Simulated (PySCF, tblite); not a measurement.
**C5H16Si2: geometry, infrared bands, NMR shifts and electronic excitations**

What infrared bands, NMR shifts and electronic excitations should C5H16Si2 (`CC(C)(C)C([SiH3])[SiH3]`) show?

The runs use tblite 0.8.0 and PySCF 2.14.0, with density-fitted response routines of our own; the level of theory stands in each step. All values are computed, except where a source is named. Atoms count from 0, in the outputs and in this text.

### 1 The starting structure

23 atoms, charge 0, multiplicity 1; geometry from: force field or distance geometry start.

Bonds of the start (Å): C0–C1 1.52, C1–C2 1.49, C1–C3 1.53, C1–C4 1.50, C4–Si5 1.89, C4–Si6 1.89, C0–H7 1.11, C0–H8 1.09, C0–H9 1.14, C2–H10 1.11, C2–H11 1.11, C2–H12 1.13, C3–H13 1.08, C3–H14 1.13, C3–H15 1.11, C4–H16 1.11, Si5–H17 1.47, Si5–H18 1.46, Si5–H19 1.48, Si6–H20 1.47, Si6–H21 1.47, Si6–H22 1.47.

### 2 Relaxing the molecule with GFN2-xTB

Job settings and geometry (Å):

```
{"job": {"kind": "relax", "xc": "GFN2-xTB", "basis": "xTB"}, "charge": 0, "multiplicity": 1}
C     -1.108900    -1.618200     0.297200
C     -0.581800    -0.194200     0.224800
C     -1.153800     0.436600    -1.003100
C     -1.181000     0.525500     1.435000
C      0.910800    -0.108700     0.322100
Si     1.745100    -1.036000    -1.097200
Si     1.425100     1.700300     0.161900
H     -1.373900    -1.882500    -0.749500
H     -0.436200    -2.337200     0.764600
H     -2.101800    -1.559300     0.844700
H     -0.805700     1.475400    -1.160800
H     -0.995800    -0.191600    -1.899900
H     -2.270000     0.460600    -0.820700
H     -2.103100     1.032500     1.186500
H     -1.389200    -0.259600     2.226700
H     -0.422500     1.202000     1.890500
H      1.329500    -0.454200     1.285300
H      0.947500    -2.241500    -1.377300
H      1.810800    -0.097100    -2.219700
H      3.121600    -1.433400    -0.709500
H      2.521200     2.024200     1.093400
H      0.292400     2.566200     0.534700
H      1.815200     2.017100    -1.219400
```

Run with:

```bash
$ OMP_NUM_THREADS=1 python probes_run.py task.json out
```

This one command runs all jobs of the session in turn.

The program printed:

```text
step      E/eV     max force
  0    -606.54633    2.106
  1    -606.78455    0.685
  2    -606.86710    0.595
  3    -606.92699    0.647
  4    -607.00009    0.468
  5    -607.04347    0.518
  6    -607.08189    0.481
  7    -607.11235    0.408
  8    -607.13372    0.295
  9    -607.14879    0.245
 10    -607.16279    0.284
 11    -607.17709    0.295
 12    -607.19040    0.276
 13    -607.19983    0.190
 14    -607.20628    0.160
 15    -607.21271    0.168
 16    -607.22001    0.199
 17    -607.22688    0.182
 18    -607.23282    0.183
 19    -607.23918    0.188
 20    -607.24793    0.297
 21    -607.25904    0.324
 22    -607.26833    0.264
 23    -607.27351    0.134
 24    -607.27695    0.146
 25    -607.28103    0.173
 26    -607.28631    0.203
 27    -607.29168    0.172
 28    -607.29619    0.122
 29    -607.30041    0.142
 30    -607.30525    0.190
 31    -607.31085    0.201
 32    -607.31642    0.143
 33    -607.32130    0.170
 34    -607.32570    0.151
 35    -607.32959    0.167
 36    -607.33234    0.130
 37    -607.33515    0.137
 38    -607.33790    0.113
 39    -607.34269    0.147
 40    -607.34631    0.137
 41    -607.35059    0.133
 42    -607.35383    0.117
 43    -607.35753    0.134
 44    -607.36180    0.157
 45    -607.36582    0.169
 46    -607.36883    0.263
 47    -607.37289    0.125
 48    -607.37678    0.107
 49    -607.37983    0.113
 50    -607.38385    0.139
 51    -607.38681    0.108
 52    -607.38890    0.082
 53    -607.39047    0.071
 54    -607.39215    0.078
 55    -607.39379    0.121
 56    -607.39536    0.120
 57    -607.39692    0.081
 58    -607.39823    0.073
 59    -607.39934    0.073
 60    -607.40053    0.075
 61    -607.40182    0.081
 62    -607.40351    0.121
 63    -607.40537    0.121
 64    -607.40691    0.076
 65    -607.40800    0.070
 66    -607.40912    0.078
 67    -607.41073    0.118
 68    -607.41272    0.126
 69    -607.41426    0.090
 70    -607.41516    0.126
 71    -607.41606    0.076
 72    -607.41726    0.088
 73    -607.41881    0.076
 74    -607.42042    0.084
 75    -607.42168    0.073
 76    -607.42273    0.083
 77    -607.42386    0.093
 78    -607.42504    0.074
 79    -607.42599    0.051
 80    -607.42659    0.049
 81    -607.42698    0.050
 82    -607.42735    0.041
 83    -607.42778    0.037
 84    -607.42823    0.046
 85    -607.42864    0.044
 86    -607.42904    0.059
 87    -607.42949    0.056
 88    -607.43014    0.080
 89    -607.43131    0.089
 90    -607.43251    0.088
 91    -607.43337    0.070
 92    -607.43398    0.044
 93    -607.43432    0.036
 94    -607.43464    0.043
 95    -607.43498    0.051
 96    -607.43535    0.046
 97    -607.43573    0.037
 98    -607.43605    0.033
 99    -607.43631    0.038
100    -607.43654    0.035
101    -607.43682    0.043
102    -607.43714    0.044
103    -607.43745    0.035
104    -607.43770    0.044
105    -607.43792    0.039
106    -607.43816    0.041
107    -607.43835    0.034
108    -607.43847    0.021
109    -607.43854    0.021
110    -607.43862    0.024
111    -607.43875    0.036
112    -607.43892    0.041
113    -607.43907    0.027
114    -607.43917    0.018
115    -607.43924    0.021
116    -607.43932    0.024
117    -607.43943    0.034
118    -607.43956    0.030
119    -607.43967    0.020
120    -607.43973    0.015
121    -607.43976    0.012
122    -607.43979    0.012
123    -607.43984    0.017
124    -607.43990    0.021
125    -607.43997    0.016
126    -607.44002    0.015
127    -607.44006    0.012
128    -607.44010    0.017
129    -607.44015    0.019
130    -607.44019    0.018
131    -607.44024    0.016
132    -607.44026    0.012
133    -607.44028    0.008
```

Wall time 4.6 s (1 thread of Intel Xeon at 2.50GHz, shared host); peak memory 0.18 GiB.

Relaxation path: (not every step is listed)

```tsv
step	energy from step 0 (eV)	largest force (eV/Å)
0	0.0000	2.1058
1	-0.2382	0.6852
2	-0.3208	0.5948
3	-0.3807	0.6473
4	-0.4538	0.4682
5	-0.4971	0.5182
6	-0.5356	0.4809
7	-0.5660	0.4081
8	-0.5874	0.2953
20	-0.7016	0.2970
32	-0.7701	0.1428
44	-0.8155	0.1574
56	-0.8490	0.1201
68	-0.8664	0.1264
80	-0.8803	0.0487
92	-0.8877	0.0443
104	-0.8914	0.0441
116	-0.8930	0.0240
128	-0.8938	0.0170
129	-0.8938	0.0190
130	-0.8939	0.0177
131	-0.8939	0.0164
132	-0.8939	0.0117
133	-0.8940	0.0085
```

Distances of close pairs at the start and the end, largest changes first:

```tsv
bond	before (Å)	after (Å)	change (Å)
C0–H9	1.135	1.089	-0.046
C3–H14	1.134	1.088	-0.046
C1–C4	1.498	1.542	+0.044
C2–H12	1.131	1.089	-0.042
C1–C2	1.494	1.528	+0.034
C3–H15	1.114	1.086	-0.028
C0–H7	1.112	1.087	-0.024
C4–Si6	1.887	1.911	+0.024
```

The next job starts from the end point, and lists it.

### 3 Vibrational analysis with GFN2-xTB

Job settings and geometry (Å):

```
{"job": {"kind": "ir", "xc": "GFN2-xTB", "basis": "xTB"}, "charge": 0, "multiplicity": 1}
C     -1.168842    -1.585215     0.136817
C     -0.700461    -0.127960     0.216775
C     -1.250567     0.628823    -0.991667
C     -1.292912     0.479525     1.493889
C      0.839480    -0.058280     0.266852
Si     1.750402    -1.166778    -0.998491
Si     1.583156     1.700678     0.188950
H     -0.891661    -2.030576    -0.815590
H     -0.725996    -2.175945     0.936095
H     -2.252061    -1.640401     0.233574
H     -1.037893     1.692406    -0.911010
H     -0.808139     0.258155    -1.912840
H     -2.330127     0.502395    -1.056482
H     -2.379045     0.407690     1.478284
H     -0.930733    -0.049743     2.373290
H     -1.026362     1.527778     1.591831
H      1.132506    -0.455066     1.247812
H      1.589358    -2.591577    -0.691841
H      1.279954    -0.923877    -2.364683
H      3.182905    -0.869538    -0.941030
H      2.985725     1.608656     0.601177
H      0.926651     2.647785     1.096675
H      1.519910     2.248050    -1.168308
```

The program printed:

```text
mode    cm-1     km/mol
  1      56.6      0.02
  2     119.0      0.08
  3     128.5      0.34
  4     187.9      0.03
  5     200.9      0.39
  6     209.4      0.19
  7     235.3      0.48
  8     251.0      0.57
  9     285.2      0.23
 10     309.7      2.40
 11     343.2      3.18
 12     387.1      3.34
 13     420.7      3.34
 14     448.1     14.00
 15     521.5     22.57
 16     526.3     38.78
 17     532.9      8.59
 18     580.7     70.89
 19     694.6     96.18
 20     784.0    155.62
 21     788.4    276.55
 22     799.6    136.02
 23     809.3    434.98
 24     814.5    275.96
 25     831.2     89.12
 26     839.5    226.01
 27     841.5     79.26
 28     956.9      2.00
 29     961.9      0.91
 30     963.1      0.37
 31     984.3      9.39
 32    1033.1      3.65
 33    1037.7      0.56
 34    1103.6     34.65
 35    1169.4     17.41
 36    1235.5     24.34
 37    1254.8     58.41
 38    1302.9      4.21
 39    1407.4      6.21
 40    1408.4      5.35
 41    1431.2      5.16
 42    1493.6      0.60
 43    1494.6      0.54
 44    1496.4      0.17
 45    1508.9      2.43
 46    1512.0      1.89
 47    1515.3      5.11
 48    2220.9    393.39
 49    2232.6    152.71
 50    2235.2    164.10
 51    2249.4    588.77
 52    2250.6    128.47
 53    2260.6    492.36
 54    2888.7     52.66
 55    3013.2      6.08
 56    3016.0      4.02
 57    3020.8     39.29
 58    3023.8    101.60
 59    3028.6     70.00
 60    3031.0     12.26
 61    3034.7     34.03
 62    3042.4     41.72
 63    3054.7     38.81
```

Run time: 3.5 s. Hardware: 1 thread of Intel Xeon at 2.50GHz, shared host; peak memory 0.18 GiB.

The strongest bands and the atoms that carry them (share of the mass-weighted mode):

```tsv
cm⁻¹	km/mol	atoms
788	276.6	H22 21 %, H20 20 %, H18 19 %, H17 13 %
809	435.0	H20 29 %, H21 17 %, H18 15 %, H19 15 %
814	276.0	H20 19 %, H19 18 %, H21 15 %, H17 15 %
840	226.0	H21 21 %, H17 14 %, C4 14 %, H20 13 %
2221	393.4	H21 68 %, H17 11 %
2235	164.1	H17 32 %, H18 24 %, H19 14 %
2249	588.8	H18 40 %, H22 33 %, H20 20 %
2261	492.4	H19 64 %, H20 28 %
```

### 4 Optimising the geometry at PBE0-D3(BJ)/def2-SVP

Job settings and geometry (Å):

```
{"job": {"xc": "PBE0", "basis": "def2-SVP", "d3": "d3bj", "grid": 1, "shake": 0.01, "kind": "geom"}, "charge": 0, "multiplicity": 1}
C     -1.148430    -1.610770     0.141000
C     -0.706140    -0.132490     0.214620
C     -1.270770     0.626500    -1.000320
C     -1.259680     0.481780     1.490360
C      0.836670    -0.064960     0.256300
Si     1.746490    -1.161960    -1.000880
Si     1.592730     1.698680     0.189190
H     -0.876200    -2.025120    -0.820640
H     -0.727820    -2.170540     0.955450
H     -2.254760    -1.642840     0.243600
H     -1.046760     1.689490    -0.902180
H     -0.802340     0.259070    -1.906140
H     -2.358410     0.512610    -1.066080
H     -2.395730     0.410450     1.485290
H     -0.935180    -0.060510     2.373550
H     -1.026890     1.541830     1.599310
H      1.134440    -0.443950     1.245760
H      1.580100    -2.585740    -0.686020
H      1.277810    -0.931710    -2.362390
H      3.157970    -0.862640    -0.936120
H      2.969340     1.609270     0.591540
H      0.934220     2.627440     1.087530
H      1.527010     2.259610    -1.189890
```

The program printed:

```text
step   0  E = -778.33732068  max force = 0.036142
step   1  E = -778.34398364  max force = 0.003890
step   2  E = -778.34450349  max force = 0.001718
step   3  E = -778.34473539  max force = 0.001268
step   4  E = -778.34492631  max force = 0.001389
step   5  E = -778.34507114  max force = 0.001398
step   6  E = -778.34512590  max force = 0.000704
step   7  E = -778.34514540  max force = 0.000249
step   8  E = -778.34515515  max force = 0.000347
optimisation converged
```

Run time: 7 min. Hardware: 1 thread of Intel Xeon at 2.50GHz, shared host; peak memory 0.88 GiB.

Relaxation path:

```tsv
step	energy from step 0 (eV)	largest force component (eV/Å)
0	0.0000	1.8585
1	-0.1813	0.2000
2	-0.1955	0.0883
3	-0.2018	0.0652
4	-0.2070	0.0714
5	-0.2109	0.0719
6	-0.2124	0.0362
7	-0.2129	0.0128
8	-0.2132	0.0178
```

Close pairs (by a distance rule), those that changed most:

```tsv
bond	before (Å)	after (Å)	change (Å)
Si6–H20	1.437	1.495	+0.058
Si5–H19	1.444	1.497	+0.053
Si6–H21	1.450	1.496	+0.046
Si5–H18	1.458	1.496	+0.037
C3–H13	1.138	1.102	-0.037
C0–H8	1.074	1.102	+0.028
Si5–H17	1.468	1.495	+0.027
C4–Si6	1.920	1.898	-0.022
```

The next job starts from the end point, and lists it.

```tsv
at the end point	value
point group (found at 0.08 Å tolerance)	C1
rotational constants (GHz, main isotopes)	1.854, 1.484, 1.036
dipole moment (D)	1.30
```

### 5 Shielding tensors: PBE0/pcSseg-1

Job settings and geometry (Å):

```
{"job": {"kind": "nmr", "xc": "PBE0", "basis": "pcSseg-1"}, "charge": 0, "multiplicity": 1}
C     -1.249090    -1.531315     0.102700
C     -0.735501    -0.092220     0.216645
C     -1.213852     0.704494    -1.000492
C     -1.322721     0.526974     1.488948
C      0.821124    -0.076673     0.304989
Si     1.730033    -1.241400    -0.887743
Si     1.647621     1.625730     0.154072
H     -0.933674    -2.006080    -0.840950
H     -0.882046    -2.154534     0.933664
H     -2.350140    -1.552627     0.125162
H     -0.943589     1.770344    -0.921276
H     -0.781597     0.315814    -1.935504
H     -2.310264     0.652648    -1.090299
H     -2.423643     0.525060     1.449975
H     -1.014654    -0.040052     2.381968
H     -0.997175     1.569538     1.621988
H      1.115204    -0.441439     1.308901
H      1.594569    -2.677775    -0.495463
H      1.236453    -1.085202    -2.290992
H      3.187465    -0.899883    -0.874146
H      3.017022     1.547718     0.748488
H      0.893183     2.705195     0.864603
H      1.789910     2.032496    -1.279322
```

With the program's defaults for keys left out, this is: GIAO PBE0/pcSseg-1 NMR shielding, non-relativistic, gas phase.

The program printed:

```text
coarse grid: 18600 points
cycle   1  E = -778.5012097802  dE =  1.548e-01  |g| = 4.473e-01  |ddm| = 4.005e+00
cycle   2  E = -778.4765668982  dE =  2.464e-02  |g| = 5.377e-01  |ddm| = 9.220e-01
cycle   3  E = -778.5534414437  dE = -7.687e-02  |g| = 6.660e-02  |ddm| = 6.048e-01
cycle   4  E = -778.5544336131  dE = -9.922e-04  |g| = 2.689e-02  |ddm| = 1.030e-01
cycle   5  E = -778.5546061491  dE = -1.725e-04  |g| = 3.584e-03  |ddm| = 2.550e-02
cycle   6  E = -778.5546086621  dE = -2.513e-06  |g| = 8.761e-04  |ddm| = 4.505e-03
final grid: 165848 points
cycle   7  E = -778.5975024799  dE = -6.266e-05  |g| = 9.089e-03  |ddm| = 4.332e-02
cycle   8  E = -778.5974870913  dE =  1.539e-05  |g| = 1.176e-02  |ddm| = 2.067e-02
cycle   9  E = -778.5975239353  dE = -3.684e-05  |g| = 1.064e-03  |ddm| = 1.286e-02
cycle  10  E = -778.5975241856  dE = -2.503e-07  |g| = 3.265e-04  |ddm| = 1.445e-03
cycle  11  E = -778.5975242105  dE = -2.490e-08  |g| = 5.554e-05  |ddm| = 3.020e-04
cycle  12  E = -778.5975242110  dE = -5.837e-10  |g| = 2.812e-05  |ddm| = 9.399e-05
converged SCF energy = -778.5975242110

GIAO shielding tensors (ppm)
atom      isotropic    diamagn.    paramagn.     s11        s22        s33       span
  0 C      148.960     249.018    -100.057    133.469    135.541    177.871     44.402
  1 C      153.643     241.532     -87.888    149.472    151.359    160.099     10.628
  2 C      157.062     249.364     -92.303    140.699    148.043    182.443     41.744
  3 C      150.494     247.960     -97.466    126.712    141.125    183.647     56.935
  4 C      172.274     256.871     -84.598    149.681    160.981    206.159     56.478
  5 Si     423.857     880.647    -456.789    393.725    408.674    469.173     75.448
  6 Si     419.980     880.646    -460.666    388.928    403.423    467.589     78.662
  7 H       30.018      31.914      -1.896     25.553     29.417     35.085      9.532
  8 H       30.210      31.964      -1.754     26.850     27.800     35.979      9.129
  9 H       30.256      31.452      -1.197     26.338     27.731     36.697     10.359
 10 H       30.328      32.205      -1.877     25.867     29.488     35.631      9.764
 11 H       29.936      32.372      -2.437     25.567     29.003     35.237      9.670
 12 H       30.509      31.738      -1.229     26.667     27.854     37.007     10.341
 13 H       30.381      31.272      -0.891     26.512     27.627     37.005     10.493
 14 H       30.489      31.539      -1.050     27.103     27.895     36.468      9.365
 15 H       29.573      31.783      -2.210     24.747     29.133     34.839     10.092
 16 H       31.050      34.344      -3.293     27.199     29.366     36.587      9.388
 17 H       27.201      29.505      -2.304     23.156     25.604     32.843      9.688
 18 H       27.259      29.877      -2.618     23.649     26.187     31.940      8.292
 19 H       27.537      29.060      -1.523     23.479     26.099     33.035      9.556
 20 H       27.512      29.368      -1.857     23.998     25.070     33.467      9.469
 21 H       27.015      29.834      -2.819     22.719     26.259     32.067      9.349
 22 H       27.494      29.641      -2.148     24.357     25.687     32.437      8.080
```

Wall time 2.6 min (1 thread of Intel Xeon at 2.50GHz, shared host); peak memory 0.92 GiB.

Shifts follow as δ = σ(reference) − σ, with reference shieldings (ppm) from runs at the same level and on the same kind of geometry: 1H TMS 31.27, 13C TMS 184.4, 29Si TMS 352.0. The references are single molecules in the gas phase. Atoms listed in one row are averaged.

```tsv
atoms	environment	σ (ppm)	δ (ppm)	δ scaled to CDCl3
C0, C2, C3	methyl carbon	152.2	32.2	30.8
C1	quaternary sp3 carbon	153.6	30.8	29.4
C4	sp3 CH bonded to 2 Si	172.3	12.1	11.3
H17, H18, H19, H20, H21, H22	hydrogen on a silicon bonded to C	27.34	3.93	–
H7, H8, H9, H10, H11 and 4 more	hydrogen on a methyl carbon	30.19	1.08	1.24
H16	hydrogen on an sp3 CH bonded to 2 Si	31.05	0.22	0.42
Si5, Si6	silicon bonded to C, 3 H	421.9	-69.9	–
```

The scaled column applies a straight-line fit of computed shieldings to shifts measured in CDCl3 (root-mean-square error 0.21 ppm for H, 2.0 ppm for C).

Charges from the same density, by scheme (e):

```tsv
atoms	Mulliken	IAO	Hirshfeld	ESP fit
C0, C2, C3	-0.17	-0.40	-0.12	-0.54
C1	-0.55	0.07	0.03	0.66
C4	-0.71	-0.64	-0.19	-0.33
Si5, Si6	0.44	0.56	0.29	0.26
```

Mayer bond orders: C0–C1 1.02, C1–C2 1.01, C1–C3 1.02, C1–C4 0.95, C4–Si5 0.89, C4–Si6 0.90.

Orbitals, density, ELF and potential are computed afterwards from the orbital file.

Frontier orbitals at PBE0/pcSseg-1, with the share of their density that lies nearest to each atom:

```tsv
orbital	energy (eV)	lies on
HOMO	-8.16	C4 29 %; H17, H21 about 10 % each; Si5, Si6 about 9 % each
LUMO	0.54	H16, H20 about 8 % each; 5 H atoms about 7 % each; C4 7 %
```

ELF in a plane through or near 9 of the atoms.

Ten even steps from ' ' (0.00) to '@' (1.00):
```
                                                        
                                                        
                    ==**++::                            
                  ++@@@@@@%%..                          
                ..##@@@@@@@@    ==**..                  
          ::----::**@@@@@@%%  ==@@@@==                  
        --**%%%%--....**%%::  %%@@@@==--****::          
        --##@@%%..####..==..  --##****@@@@@@@@..        
          --++**::..::%%%%==::++%%**##@@@@@@@@..        
                ..==%%##--####..**##--++**++::          
        --**++--::==%%##--####::++++..                  
      ##@@@@@@@@##..::%%%%==::##%%++##@@@@@@==          
      %%@@@@@@@@::##%%  ==  ..++::++##@@@@@@##          
      ==@@@@@@%%::..::====  ::%%%%++++%%@@%%--          
        ..::::::--%%@@@@%%  ..####==......              
                --%%@@@@%%    ::--..                    
                ..**%%@@**                              
                    ::::                                
                                                        
                                                        
```
The map spans 11.5 Å across and 10.8 Å up, centred on the molecule. Atoms in the plane (x, y in Å): C0 (1.4, -1.4), C1 (0.8, 0.0), C4 (-0.7, 0.0), Si5 (-1.7, -1.5), Si6 (-1.8, 1.5), H9 (2.5, -1.3), H13 (2.6, 1.1), H19 (-3.2, -1.3), H21 (-1.0, 2.8).

On the surface of density 0.002 e/bohr³ the electrostatic potential runs, from the 1st to the 99th percentile, from -0.12 to 0.82 V.

(Part 1 of 2 ends here.)
